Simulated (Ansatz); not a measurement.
# SiGe3Ru: the cost of one run

Computed with Ansatz 0.2.0 (DFT PBE, scalar-relativistic, plane waves, PAW, unless a step's input says otherwise).

**1. The system as given**

Symmetry: P4mm, No. 99, tetragonal system. Conventional cell: a = 4.005 Å, b = 4.005 Å, c = 5.073 Å, α = 90.00°, β = 90.00°, γ = 90.00°. Around Si (site symmetry 4mm) lie 12 Ge at 2.88 to 3.23 Å and 4 Ru at 3.30 Å. Ge (site symmetry 2mm) has 2 Ru at 2.17 Å as nearest neighbours. Around Ge (site symmetry 4mm) lie 2 Ru at 2.25 to 2.83 Å and 4 Ge at 2.82 Å and 4 Si at 2.88 Å. Ru (site symmetry 4mm) is surrounded by 5 Ge at 2.17 to 2.25 Å.

As a file:

```
Si Ge Ru
1.0
     4.00450    0.00000    0.00000
     0.00000    4.00450    0.00000
     0.00000    0.00000    5.07304
Si Ge Ru
1 3 1
Direct
  0.00000 0.00000 0.00000
  0.00000 0.50000 0.50000
  0.50000 0.00000 0.50000
  0.50000 0.50000 0.10760
  0.50000 0.50000 0.66500
```

The cell is invented: species swapped into a database cell of PrBPt3 (P4mm, No. 99), with Si on the Pr sites, Ru on the B sites and Ge on the Pt sites. Lengths come from tabulated atomic sizes and are only a guess.

**2. A first look at the guess**

input.yaml reads:

```yaml
crystal:
  lattice:
    - [4.00450236, 0.0, 0.0]
    - [0.0, 4.00450236, 0.0]
    - [0.0, 0.0, 5.07303792]
  atoms:
    - { symbol: Si, position: [0.0, 0.0, 0.0] }
    - { symbol: Ge, position: [0.0, 0.5, 0.5] }
    - { symbol: Ge, position: [0.5, 0.0, 0.5] }
    - { symbol: Ge, position: [0.5, 0.5, 0.1076] }
    - { symbol: Ru, position: [0.5, 0.5, 0.66500002] }
basis:
  ecutwfc: 420
kpoints:
  mp_grid: { grid: [4, 4, 4] }
hamiltonian:
  xc: pbe
scf:
  occupations: { method: gaussian, width: 0.1 }
  lower_state_search: "off"
output:
  forces: true
  stress: true
  eigenvalues: true
```

Run with:

```
$ ansatz run input.yaml --threads 1 --pin off --max-ram 2560MiB --backend cpu --events-out ev --progress --plain --runs-dir out
```

**Question.** How long does this run take on 1 thread of Intel Xeon at 2.50GHz (Skylake/Cascade Lake), shared host, and how much memory does it need?

About 12 s, with a peak of 0.36 GiB.
